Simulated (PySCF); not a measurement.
# A diatomic session: LiSe

The task here is to estimate one member of a computed series from the others.

Method: Li def2-SVPD, Se def2-SVPD, no relativity; program: PySCF 2.14.0.

Set-up of the first run:

Settings of the job:

```
atoms                         : Li, Se
charge                        : 0
basis                         : Li def2-SVPD, Se def2-SVPD
Hamiltonian                   : no relativity
basis functions               : 53
electrons treated             : 37
masses in u                   : 7.0160, 79.9165
levels                        : PBE0, PBE, r²SCAN, B97-3, TPSS, M06-2X, ωB97X, HF, MP2, SCS-MP2, CCSD, CCSD(T)
grid                          : 80 radial by 434 angular points
occupations                   : held fixed by the projection of orbital angular momentum
dissociation limit            : Li + Se, each in its ground configuration
starting distance in angstrom : 2.400
values of 2S to try           : 1, 3
```

The run is started by

```bash
$ OMP_NUM_THREADS=1 python dia.py task.json out
```

Among the steps run: The job; PBE0 along the bond; Excited determinants; PBE; r²SCAN; B97-3 (global hybrid GGA); TPSS; M06-2X; ωB97X; UHF (mean field); MP2 and coupled cluster.

One of the session's tables, all rows but one given; the rest of the session is left out.

It belongs to the step «The curves together». Energy (eV) from each level's lowest point:

```
R (Å)    UHF  UHF-MP2  UHF-SCS-MP2  UHF-CCSD  UHF-CCSD(T)
1.968  0.561    0.549        0.552       n/a          n/a
2.059  0.270    0.265        0.266     0.266        0.270
2.151  0.098    0.097        0.098     0.098        0.100
2.219  0.029    0.029        0.030     0.030        0.031
2.288  0.000    0.000        0.000     0.000        0.000
2.357      ?        ?            ?         ?            ?
2.448  0.044    0.040        0.039     0.038        0.036
2.563  0.139    0.130        0.128     0.127        0.122
2.700  0.296    0.279        0.276     0.274        0.266
2.883  0.544    0.515        0.510       n/a          n/a
```

Q: Estimate the row for R (Å) = 2.357 from the others.

Worked estimate for «UHF». A straight line through the neighbours (2.288, 0.000) and (2.448, 0.044) gives 0.000 + (0.044 − 0.000) × (2.357 − 2.288) / (2.448 − 2.288) = 0.019; a parabola fitted to 4 rows on both sides gives 0.006.

The run gave: UHF: 0.003; UHF-MP2: 0.001; UHF-SCS-MP2: 0.001; UHF-CCSD: 0.001; UHF-CCSD(T): 0.000. In «UHF» the line misses by +0.016 and the parabola by +0.003.
